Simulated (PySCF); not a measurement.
Crystal: SZnBrH, in a box.

```
S Zn Br H
1.0
    11.00000    0.00000    0.00000
     0.00000   14.00000    0.00000
     0.00000    0.00000   11.00000
S Zn Br H
1 1 1 1
Cartesian
  4.7035 8.4218 4.5913
  5.5095 6.6545 5.5275
  6.3224 4.8038 6.4767
  5.4827 9.2382 5.3234
```

Base run:

- Program: PySCF 2.14.0
- Functional: SVWN5
- Potentials or basis: def2-svp (all-electron)
- k mesh: 1 × 1 × 1
- Occupations: fixed
- Spin: no spin polarisation

Its results: gap between the frontier levels 4.07 eV.

Problem. The run is repeated on the same cell with these changes: functional from SVWN5 to M06. What comes out?

Solution. Gap between the frontier levels 5.90 eV.

M06 gives the wider gap, since exact exchange removes part of the self-interaction.

Caveats: this is a molecule in a periodic box at the Γ point, so its band gap is the HOMO-LUMO gap; relativity is left out, which matters for the heavier elements; the basis of atomic orbitals isn't converged, which shifts pressures, moduli and gaps.

A k mesh can miss the band edges.

Not every run made on this cell is shown here.
